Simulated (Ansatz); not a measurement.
# CH₅NSSi: small, medium and large basis sets

How large a basis does CH₅NSSi need? Two functionals are run in growing sets.

Computed with Ansatz 0.2.0, Gaussian basis. Level: one geometry, several basis sets.

Plan: PBE0-D4/def2-SVP; ωB97M-V/def2-SVP; PBE0-D4/def2-QZVPP; ωB97M-V/def2-QZVPP; the functionals' def2-TZVPP values are taken from earlier runs.

## (1) The relaxed structure

The geometry comes from an earlier relaxation with PBE0-D4 in a triple-zeta def2 set; it is a stationary point, not always the lowest conformer.

9 atoms, charge 0, spin multiplicity 1.

Atoms are counted from 1 here; the program's logs count them from 0.

Bond lengths: N1–Si2 1.699 Å, N1–H5 1.007 Å, N1–H6 1.007 Å, Si2–C3 1.828 Å, Si2–S4 2.089 Å, Si2–H7 1.476 Å, C3–S4 1.883 Å, C3–H8 1.087 Å, C3–H9 1.086 Å. Angles: Si2–N1–H5 119.8°, Si2–N1–H6 121.6°, H5–N1–H6 112.0°, N1–Si2–C3 121.7°, N1–Si2–S4 123.8°, N1–Si2–H7 107.9°, C3–Si2–S4 57.0°, C3–Si2–H7 120.3°, S4–Si2–H7 118.7°, Si2–C3–S4 68.5°, Si2–C3–H8 120.1°, Si2–C3–H9 121.4°, S4–C3–H8 112.5°, S4–C3–H9 112.7°, H8–C3–H9 112.8°, Si2–S4–C3 54.5°.

## (2) PBE0-D4 in def2-SVP

Contents of in.yaml:

```yaml
crystal:
  periodic: [false, false, false]
  atoms:
    - {symbol: N, position_ang: [-0.522809, 1.290251, -0.896082]}
    - {symbol: Si, position_ang: [0.326902, -0.116734, -0.466826]}
    - {symbol: C, position_ang: [0.303146, -0.768995, 1.241194]}
    - {symbol: S, position_ang: [-0.593786, -1.919359, 0.049887]}
    - {symbol: H, position_ang: [-0.358629, 1.720931, -1.790904]}
    - {symbol: H, position_ang: [-1.453888, 1.468190, -0.556568]}
    - {symbol: H, position_ang: [1.569204, -0.158842, -1.263427]}
    - {symbol: H, position_ang: [-0.364089, -0.334798, 1.980881]}
    - {symbol: H, position_ang: [1.182451, -1.227044, 1.684746]}
basis:
  gaussian: {orbitals: def2-SVP}
hamiltonian: {xc: pbe0, dispersion: d4}
output: {orbitals: {seedname: orbitals}}
```

Started as:

```console
$ ansatz run in.yaml --threads 2 --pin off --events-out ev --progress --plain --max-ram 4352MiB
```

After this run come: ωB97M-V in def2-SVP; PBE0-D4 in def2-QZVPP; ωB97M-V in def2-QZVPP.

Q: Predict the results of all the runs planned. Wanted: PBE0-D4: double and triple zeta above quadruple; ωB97M-V: double and triple zeta above quadruple.

The runs gave:

| quantity | value |
| --- | --- |
| PBE0-D4: double and triple zeta above quadruple | 10.55, 0.76 eV |
| ωB97M-V: double and triple zeta above quadruple | 10.61, 0.72 eV |

What this shows: PBE0-D4 gains 9.79 eV from double to triple zeta, then 0.76 eV more. These are total energies; as a rule much of such shifts cancels in differences, which this series doesn't test. The LUMO of ωB97M-V is positive and keeps falling with the basis (2.86 to 1.55 eV): an unbound level that the basis holds in place.
